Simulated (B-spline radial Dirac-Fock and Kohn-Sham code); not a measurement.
# In³⁺: core levels and X-ray properties

Wanted for indium as In³⁺: its photoionisation cross sections and the widths and yields of its core holes.

Method: a free atom or ion on a radial basis; each step names its model; computed with B-spline radial Dirac-Fock and Kohn-Sham code, version 2.

### 1 What is computed

Indium as In³⁺, configuration [Kr] 4d10.

* nuclear charge: 49
* electrons: 46
* mass number: 115
* nuclear rms radius: 4.6156 fm

Outer shells as boxes (Hund's rule, for the drawing alone; heavy ions are jj-coupled, and the calculation averages over the configuration):

```
[Kr] core
4d [↑↓][↑↓][↑↓][↑↓][↑↓]
```

### 2 Photoionisation

Model: independent-particle photoionisation: Dirac-Hartree-Slater potential of the initial state with a Latter tail for bound and continuum orbitals, all multipoles in the length form, thresholds from Dirac-Fock Delta-SCF.

Settings, as recorded:

```ini
task = photo
Z = 49
charge = 3
configuration = 1s2 2s2 2p6 3s2 3p6 3d10 4s2 4p6 4d10
mass_number = 115
rms_radius = 4.6156  # fm
photon_energy = [71.5, 91.7, 184.0, 300, 400, 1253.6, 1486.9, 2910.0, 6000, 12000, 32000.0, 80000, 94200.0, 121000.0, 142000.0, 200000]  # eV
```

Main fields of the result record, rounded:

```text
status: converged
shells: ["K", "L1", "L2", "L3", "M1", "M2", "M3", "M4", "M5", "N1", "N2", "N3", "N4", "N5"]
occupation: [2.0, 2.0, 2.0, 4.0, 2.0, 2.0, 4.0, 4.0, 6.0, 2.0, 2.0, 4.0, 4.0, 6.0]
threshold [eV]: [27979.4, 4284.27, 3979.05, 3771.04, 868.752, 745.414, 706.946, 490.721, 483.158, 169.854, 128.192, 121.539, 55.2227, 54.3549]
sigma [Mb]:
  - ["K", "-", "-", "-", "-", "-", "-", "-", "-", "-", "-", 0.0053, 0.000437, 0.000274, 0.000134, 8.42e-05, 3.14e-05]
  - ["L1", "-", "-", "-", "-", "-", "-", "-", "-", 0.0171, 0.00435, 0.00045, 4.11e-05, 2.62e-05, 1.31e-05, 8.37e-06, 3.2e-06]
  - ["L2", "-", "-", "-", "-", "-", "-", "-", "-", 0.022, 0.00296, 0.000133, 6.24e-06, 3.6e-06, 1.55e-06, 9.09e-07, 2.96e-07]
  - ["L3", "-", "-", "-", "-", "-", "-", "-", "-", 0.0391, 0.00496, 0.000204, 8.57e-06, 4.83e-06, 2.01e-06, 1.15e-06, 3.56e-07]
  - ["M1", "-", "-", "-", "-", "-", 0.058, 0.045, 0.0145, 0.00364, 0.000843, 8.48e-05, 7.77e-06, 4.97e-06, 2.49e-06, 1.59e-06, 6.1e-07]
  - ["M2", "-", "-", "-", "-", "-", 0.0803, 0.0616, 0.0172, 0.00316, 0.000484, 2.47e-05, 1.23e-06, 7.14e-07, 3.11e-07, 1.83e-07, 6e-08]
  - ["M3", "-", "-", "-", "-", "-", 0.167, 0.125, 0.0326, 0.00565, 0.00082, 3.83e-05, 1.71e-06, 9.68e-07, 4.06e-07, 2.34e-07, 7.29e-08]
  - ["M4", "-", "-", "-", "-", "-", 0.202, 0.125, 0.016, 0.00134, 9.8e-05, 1.82e-06, 3.85e-08, 1.94e-08, 6.89e-09, 3.58e-09, 9.15e-10]
  - ["M5", "-", "-", "-", "-", "-", 0.294, 0.181, 0.0228, 0.00187, 0.000134, 2.36e-06, 4.69e-08, 2.34e-08, 8.14e-09, 4.19e-09, 1.05e-09]
  - ["N1", "-", "-", 0.18, 0.117, 0.0826, 0.0139, 0.0103, 0.00305, 0.000735, 0.000168, 1.68e-05, 1.54e-06, 9.89e-07, 4.95e-07, 3.17e-07, 1.22e-07]
  - ["N2", "-", "-", 0.114, 0.0952, 0.0761, 0.0156, 0.0114, 0.00301, 0.000548, 8.53e-05, 4.44e-06, 2.23e-07, 1.3e-07, 5.66e-08, 3.34e-08, 1.1e-08]
  - ["N3", "-", "-", 0.302, 0.228, 0.173, 0.031, 0.0225, 0.00561, 0.000969, 0.000143, 6.81e-06, 3.07e-07, 1.74e-07, 7.33e-08, 4.22e-08, 1.32e-08]
  - ["N4", 6.12, 1.18, 0.249, 0.262, 0.199, 0.0206, 0.0132, 0.00189, 0.000172, 1.32e-05, 2.55e-07, 5.51e-09, 2.78e-09, 9.89e-10, 5.15e-10, 1.32e-10]
  - ["N5", 8.42, 1.56, 0.393, 0.395, 0.296, 0.0297, 0.019, 0.00268, 0.000238, 1.79e-05, 3.29e-07, 6.67e-09, 3.33e-09, 1.16e-09, 5.99e-10, 1.51e-10]
beta_dipole:
  - ["K", "-", "-", "-", "-", "-", "-", "-", "-", "-", "-", 1.99, 1.97, 1.97, 1.95, 1.93, 1.86]
  - ["L1", "-", "-", "-", "-", "-", "-", "-", "-", 1.99, 1.99, 1.99, 1.97, 1.96, 1.94, 1.92, 1.85]
  - ["L2", "-", "-", "-", "-", "-", "-", "-", "-", 1.44, 1.29, 0.872, 0.473, 0.406, 0.304, 0.238, 0.0902]
  - ["L3", "-", "-", "-", "-", "-", "-", "-", "-", 1.49, 1.34, 0.845, 0.282, 0.175, 0.00553, -0.105, -0.342]
  - ["M1", "-", "-", "-", "-", "-", 1.99, 1.99, 1.99, 1.99, 1.99, 1.99, 1.97, 1.96, 1.94, 1.92, 1.84]
  - ["M2", "-", "-", "-", "-", "-", 1.48, 1.55, 1.59, 1.45, 1.22, 0.817, 0.449, 0.386, 0.289, 0.226, 0.0826]
  - ["M3", "-", "-", "-", "-", "-", 1.5, 1.58, 1.64, 1.5, 1.26, 0.78, 0.249, 0.147, -0.0163, -0.123, -0.354]
  - ["M4", "-", "-", "-", "-", "-", 1.19, 1.23, 1.17, 0.926, 0.649, 0.275, -0.114, -0.195, -0.331, -0.423, -0.618]
  - ["M5", "-", "-", "-", "-", "-", 1.19, 1.22, 1.13, 0.881, 0.617, 0.278, -0.08, -0.159, -0.296, -0.391, -0.605]
  - ["N1", "-", "-", 1.95, 1.98, 1.98, 1.99, 1.99, 1.99, 1.99, 1.99, 1.99, 1.97, 1.96, 1.94, 1.92, 1.84]
  - ["N2", "-", "-", -0.0644, 1.01, 1.33, 1.69, 1.69, 1.61, 1.43, 1.2, 0.807, 0.444, 0.383, 0.286, 0.224, 0.0812]
  - ["N3", "-", "-", 0.0779, 1.03, 1.32, 1.7, 1.71, 1.66, 1.49, 1.24, 0.768, 0.243, 0.142, -0.0203, -0.127, -0.356]
  - ["N4", 0.961, 1.71, -0.109, 0.757, 1.02, 1.34, 1.32, 1.16, 0.902, 0.632, 0.266, -0.118, -0.199, -0.334, -0.425, -0.619]
  - ["N5", 1.05, 1.79, 0.0079, 0.824, 1.07, 1.32, 1.3, 1.12, 0.856, 0.6, 0.269, -0.0839, -0.163, -0.299, -0.394, -0.607]
```

Rows start with the subshell; columns follow the photon energies; blanks lie below or just at threshold.

Summed over subshells:

| hν (eV) | total (kb) | K (%) | L (%) | M (%) | N (%) |
| --- | --- | --- | --- | --- | --- |
| 71.500 | 14500 | - | - | - | 100.0 |
| 91.700 | 2740 | - | - | - | 100.0 |
| 184.00 | 1240 | - | - | - | 100.0 |
| 300.00 | 1100 | - | - | - | 100.0 |
| 400.00 | 826 | - | - | - | 100.0 |
| 1253.6 | 912 | - | - | 87.8 | 12.2 |
| 1486.9 | 615 | - | - | 87.6 | 12.4 |
| 2910.0 | 119 | - | - | 86.4 | 13.6 |
| 6000.0 | 96.6 | - | 81.0 | 16.2 | 2.8 |
| 12000 | 15.1 | - | 81.4 | 15.8 | 2.8 |
| 32000 | 6.27 | 84.6 | 12.6 | 2.4 | 0.5 |
| 80000 | 0.506 | 86.4 | 11.1 | 2.1 | 0.4 |
| 94200 | 0.317 | 86.5 | 10.9 | 2.1 | 0.4 |
| 121000 | 0.154 | 86.7 | 10.8 | 2.1 | 0.4 |
| 142000 | 0.0971 | 86.8 | 10.7 | 2.1 | 0.4 |
| 200000 | 0.0361 | 86.9 | 10.7 | 2.1 | 0.4 |

### 3 Widths and yields

Model: independent-particle rates: relativistic LDA orbitals of the hole state, multipoles to L = 3 (length form), Coulomb Auger matrix elements with a Latter-tail continuum; energies from Dirac-Fock.

The run's settings:

```ini
task = decay
holes = ["K", "L1", "L2", "L3", "M1", "M2", "M3", "M4", "M5", "N1", "N2", "N3", "N4", "N5"]
```

Main fields of the result record, rounded:

```text
status: converged
K:
  width_radiative: 6.5494
  width_radiative_velocity: 6.707
  width_nonradiative: 1.1507
  coster_kronig: {}
  radiative: [["L3", 24208.0, 3.5571], ["L2", 24000.0, 1.8962], ["M3", 27272.0, 0.60964], ["M2", 27234.0, 0.3132], ["N3", 27858.0, 0.10979], ["N2", 27851.0, 0.056612]]
  auger: [["L2L3", 20088.0, 0.32018], ["L3L3", 20297.0, 0.16064], ["L1L3", 19809.0, 0.1311], ["L1L2", 19598.0, 0.091195], ["L1L1", 19285.0, 0.072469], ["L3M3", 23449.0, 0.050528]]
L1:
  width_radiative: 0.098817
  width_radiative_velocity: 0.098659
  width_nonradiative: 2.7241
  coster_kronig: {"L2": 0.52031, "L3": 0.8971}
  radiative: [["M3", 3577.3, 0.050318], ["M2", 3538.9, 0.03062], ["N3", 4162.7, 0.0099363], ["N2", 4156.1, 0.0059577], ["L3", 513.24, 0.00085184], ["M5", 3801.1, 0.00057201]]
  auger: [["M4M5", 3264.4, 0.25517], ["L3N1", 318.71, 0.23332], ["L3N5", 438.44, 0.20906], ["L3N3", 368.36, 0.19353], ["M1M5", 2890.4, 0.17713], ["L2N1", 110.66, 0.16662]]
L2:
  width_radiative: 0.16285
  width_radiative_velocity: 0.16627
  width_nonradiative: 2.4036
  coster_kronig: {"L3": 0.42464}
  radiative: [["M4", 3488.3, 0.14134], ["N4", 3923.8, 0.016795], ["M1", 3110.3, 0.0038543], ["N1", 3809.2, 0.00080098], ["M3", 3272.1, 4.696e-05], ["N3", 3857.5, 9.3805e-06]]
  auger: [["M4M5", 2959.2, 0.56217], ["M2M3", 2485.9, 0.21206], ["M2M5", 2706.7, 0.2001], ["L3N4", 131.98, 0.1608], ["M3M4", 2738.7, 0.14765], ["L3N2", 55.66, 0.12901]]
L3:
  width_radiative: 0.15562
  width_radiative_velocity: 0.15816
  width_nonradiative: 2.1964
  coster_kronig: {}
  radiative: [["M5", 3287.9, 0.12064], ["N5", 3716.7, 0.014063], ["M4", 3280.3, 0.013598], ["M1", 2902.3, 0.0047099], ["N4", 3715.8, 0.0015826], ["N1", 3601.2, 0.00096848]]
  auger: [["M4M5", 2751.1, 0.49171], ["M5M5", 2759.6, 0.33057], ["M3M5", 2540.8, 0.26095], ["M3M4", 2530.7, 0.17205], ["M3M3", 2315.9, 0.16794], ["M2M3", 2277.9, 0.12053]]
M1:
  width_radiative: 0.0020758
  width_radiative_velocity: 0.0019521
  width_nonradiative: 9.4947
  coster_kronig: {"M2": 2.091, "M3": 5.2414, "M4": 0.75299, "M5": 1.0813}
  radiative: [["N3", 747.21, 0.00105], ["N2", 740.56, 0.00073406], ["M3", 161.81, 0.00023672], ["M2", 123.34, 5.059e-05], ["N5", 814.4, 2.4286e-06], ["N4", 813.53, 1.7077e-06]]
  auger: [["M3N3", 17.883, 2.0164], ["M3N2", 10.351, 1.2508], ["M2N5", 48.71, 1.2069], ["M3N5", 87.27, 1.1784], ["M2N4", 47.836, 0.88414], ["M3N4", 86.201, 0.79582]]
M2:
  width_radiative: 0.0021477
  width_radiative_velocity: 0.002006
  width_nonradiative: 3.9632
  coster_kronig: {"M4": 2.5842, "M5": 1.0014}
  radiative: [["N4", 690.19, 0.0010347], ["M4", 254.69, 0.00076022], ["N1", 575.56, 0.00035223], ["N3", 623.88, 5.4107e-07], ["N5", 691.06, 6.1916e-10], ["M3", 38.468, 3.5255e-10]]
  auger: [["M4N3", 110.25, 0.94772], ["M5N2", 110.66, 0.76511], ["M4N1", 60.719, 0.62281], ["M4N2", 103.4, 0.61314], ["M4N5", 179.95, 0.20236], ["M4N4", 179.42, 0.19815]]
M3:
  width_radiative: 0.00205
  width_radiative_velocity: 0.001923
  width_nonradiative: 4.6078
  coster_kronig: {"M4": 0.95553, "M5": 3.2589}
  radiative: [["N5", 652.59, 0.000998], ["M5", 223.79, 0.00047946], ["N1", 537.09, 0.00040436], ["N4", 651.72, 0.00012026], ["M4", 216.22, 4.7352e-05], ["N2", 578.75, 2.8772e-07]]
  auger: [["M5N3", 79.496, 1.3713], ["M5N1", 29.823, 0.67676], ["M5N2", 72.192, 0.67057], ["M4N3", 71.778, 0.61627], ["M5N5", 149.33, 0.35027], ["M5N4", 148.04, 0.18995]]
M4:
  width_radiative: 0.00012815
  width_radiative_velocity: 0.00013887
  width_nonradiative: 0.4635
  coster_kronig: {}
  radiative: [["N2", 362.53, 0.00010984], ["N3", 369.18, 1.8213e-05], ["N4", 435.5, 5.4397e-08], ["N5", 436.37, 2.2561e-08], ["N1", 320.87, 1.5709e-08], ["M5", 7.5637, 2.4099e-12]]
  auger: [["N4N5", 363.32, 0.14408], ["N3N4", 295.29, 0.10137], ["N4N4", 362.64, 0.069637], ["N1N4", 246.91, 0.06031], ["N2N4", 290.28, 0.045426], ["N1N5", 247.85, 0.0097486]]
M5:
  width_radiative: 0.00011266
  width_radiative_velocity: 0.00012198
  width_nonradiative: 0.47173
  coster_kronig: {}
  radiative: [["N3", 361.62, 0.00011257], ["N5", 428.8, 5.9332e-08], ["N4", 427.94, 1.5333e-08], ["N1", 313.3, 1.4958e-08], ["N2", 354.97, 6.0098e-12]]
  auger: [["N5N5", 356.83, 0.11623], ["N4N5", 355.75, 0.10029], ["N3N5", 289.65, 0.094277], ["N1N5", 240.29, 0.064589], ["N2N5", 281.69, 0.056455], ["N2N3", 213.58, 0.0087591]]
N1:
  width_radiative: 5.205e-05
  width_radiative_velocity: 4.2729e-05
  width_nonradiative: 1.0472
  coster_kronig: {"N4": 0.80875, "N5": 0.23849}
  radiative: [["N3", 48.315, 3.9563e-05], ["N2", 41.662, 1.2443e-05], ["N5", 115.5, 2.6964e-08], ["N4", 114.63, 1.7219e-08]]
  auger: [["N4N5", 42.45, 0.77953], ["N5N5", 43.522, 0.23849], ["N4N4", 41.768, 0.029217]]
N2:
  width_radiative: 0.00015662
  width_radiative_velocity: 0.00012508
  width_nonradiative: 17.271
  coster_kronig: {"N4": 16.682, "N5": 0.58848}
  radiative: [["N4", 72.969, 0.00015662], ["N3", 6.6533, 1.8318e-12], ["N5", 73.837, 3.1252e-13]]
  auger: [["N4N5", 0.78771, 16.682], ["N5N5", 1.8596, 0.58848]]
N3: {"width_radiative": 0.00012961, "width_radiative_velocity": 0.0001006, "width_nonradiative": 0, "coster_kronig": {}, "radiative": [["N5", 67.184, 0.00011712], ["N4", 66.316, 1.2487e-05]], "auger": []}
```

All in eV. For each hole the six strongest lines (shell, energy, width) and Auger groups (final holes, energy, width) are shown.

Widths (eV), yields and lifetimes:

| hole | radiative | Auger | Coster-Kronig | total | yield | lifetime (fs) |
| --- | --- | --- | --- | --- | --- | --- |
| K (1s) | 6.55 | 1.15 | 0 | 7.70 | 0.851 | 0.0855 |
| L1 (2s) | 0.0988 | 1.31 | 1.42 | 2.82 | 0.0350 | 0.233 |
| L2 (2p1/2) | 0.163 | 1.98 | 0.425 | 2.57 | 0.0635 | 0.256 |
| L3 (2p3/2) | 0.156 | 2.20 | 0 | 2.35 | 0.0662 | 0.280 |
| M1 (3s) | 0.00208 | 0.328 | 9.17 | 9.50 | 2.19e-04 | 0.0693 |
| M2 (3p1/2) | 0.00215 | 0.378 | 3.59 | 3.97 | 5.42e-04 | 0.166 |
| M3 (3p3/2) | 0.00205 | 0.393 | 4.21 | 4.61 | 4.45e-04 | 0.143 |
| M4 (3d3/2) | 1.28e-04 | 0.464 | 0 | 0.464 | 2.76e-04 | 1.42 |
| M5 (3d5/2) | 1.13e-04 | 0.472 | 0 | 0.472 | 2.39e-04 | 1.39 |
| N1 (4s) | 5.21e-05 | 0 | 1.05 | 1.05 | 4.97e-05 | 0.628 |
| N2 (4p1/2) | 1.57e-04 | 0 | 17.3 | 17.3 | 9.07e-06 | 0.0381 |
| N3 (4p3/2) | 1.30e-04 | 0 | 0 | 1.30e-04 | 1.00 | 5080 |

Emission lines that fill the K hole:

```
  Kα2 24000.3      53.3 ############################
  Kα1 24208.3       100 ################################
  Kβ3 27233.9      8.81 ################
  Kβ1 27272.4      17.1 ####################
Kβ2'' 27851.2      1.59 #####
 Kβ2' 27857.8      3.09 #########
```
(bars on a logarithmic scale, % of the strongest)

### 4 Results

```
                       quantity                         value
             total at 1486.9 eV                        615 kb
strongest subshell at 1486.9 eV  M5 (3d5/2), 181 kb, β = 1.22
           K hole: width, yield                7.70 eV, 0.851
                   its lifetime                     0.0855 fs
             its strongest line        Kα1 (K-L3), 24208.3 eV
```

In words: M5 (3d5/2) leads at 1486.9 eV with 30 % of the total, and the K shell holds 87 % at 200000 eV. Under 200 eV, coupling between channels can change such values by tens of per cent. The K hole lives 0.085 fs and decays mostly by X-ray emission (yield 0.85). Coster-Kronig decay rules L1, M1, M2, M3, N1 and N2, where this model's widths can be far from the measured ones. The Hartree-Fock and Dirac-Fock values hold no electron correlation.
